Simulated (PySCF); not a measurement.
# GeH: basis, grid and Hamiltonian

The method stays; parts of the set-up, such as the basis or the Hamiltonian, are changed.

The runs use PySCF 2.14.0; each script names its method and basis.

### Step 1. The system as given

GeH: 2 atoms, charge 0, spin multiplicity 2.

Bond lengths: Ge1–H2 1.554 Å.

### Step 2. The run that the others are compared with

input.py

```python
from pyscf import gto, scf, ci

mol = gto.M(
    atom='Ge 0 0 0; H 0 0 1.554',
    basis='aug-cc-pvdz',
    charge=0,
    spin=1,
    verbose=4,
)
mf = scf.ROHF(mol)
mf.kernel()
ci.CISD(mf, frozen=9).kernel()
mf.dip_moment()
print('orbital energies (hartree):', mf.mo_energy[..., max(0, mol.nelec[1]-3):mol.nelec[0]+3].round(4))
```

Run with:

```
OMP_NUM_THREADS=1 python input.py
```

The log of this run is left out.

Base result: E(SCF) = -2075.859870 Eh, 8 cycles, E(CISD) − E(SCF) = -0.10360 Eh, μ = 0.16 D (of the SCF density).

The bond length is a typed value, not an optimised one.

### Step 3. Cartesian functions on

Run 1 changes Cartesian functions: off → on.

input.py

```python
from pyscf import gto, scf, ci

mol = gto.M(
    atom='Ge 0 0 0; H 0 0 1.554',
    basis='aug-cc-pvdz',
    charge=0,
    spin=1,
    cart=True,
    verbose=4,
)
mf = scf.ROHF(mol)
mf.kernel()
ci.CISD(mf, frozen=9).kernel()
mf.dip_moment()
print('orbital energies (hartree):', mf.mo_energy[..., max(0, mol.nelec[1]-3):mol.nelec[0]+3].round(4))
```

Run with:

```
OMP_NUM_THREADS=1 python input.py
```

### Step 4. 6-311g**

Run 2 changes basis set: aug-cc-pvdz → 6-311g**.

input.py: that of step 2 with these lines changed.

```diff
@@ -4,3 +4,3 @@
     atom='Ge 0 0 0; H 0 0 1.554',
-    basis='aug-cc-pvdz',
+    basis='6-311g**',
     charge=0,
```

### Step 5. Def2-svpd

Run 3 changes basis set: aug-cc-pvdz → def2-svpd.

input.py: that of step 2 with these lines changed.

```diff
@@ -4,3 +4,3 @@
     atom='Ge 0 0 0; H 0 0 1.554',
-    basis='aug-cc-pvdz',
+    basis='def2-svpd',
     charge=0,
```

What does the calculation give? Wanted: for each run, E(SCF); from base; dipole; after the SCF.

**Answer**, as computed:

```
                   run  E(SCF) (hartree)  from base (eV)  cycles  dipole (D)  functions               after the SCF
                  base      -2075.859870               0       8        0.16         45  CISD correlation -2.819 eV
Cartesian functions on      -2075.860166         -0.0081       8        0.15         48  CISD correlation -2.895 eV
              6-311g**      -2075.846411         +0.3662       8        0.15         50  CISD correlation -5.814 eV
             def2-svpd      -2075.626518         +6.3498       8        0.17         46  CISD correlation -5.394 eV
```

In words: Of the runs whose energies can be compared, “def2-svpd” moves the SCF energy most (+6.350 eV). 6-311g** (50 functions) gives an energy 0.37 eV higher than aug-cc-pvdz (45); size alone doesn't order basis sets of different families. def2-svpd (46 functions) gives an energy 6.35 eV higher than aug-cc-pvdz (45); size alone doesn't order basis sets of different families.
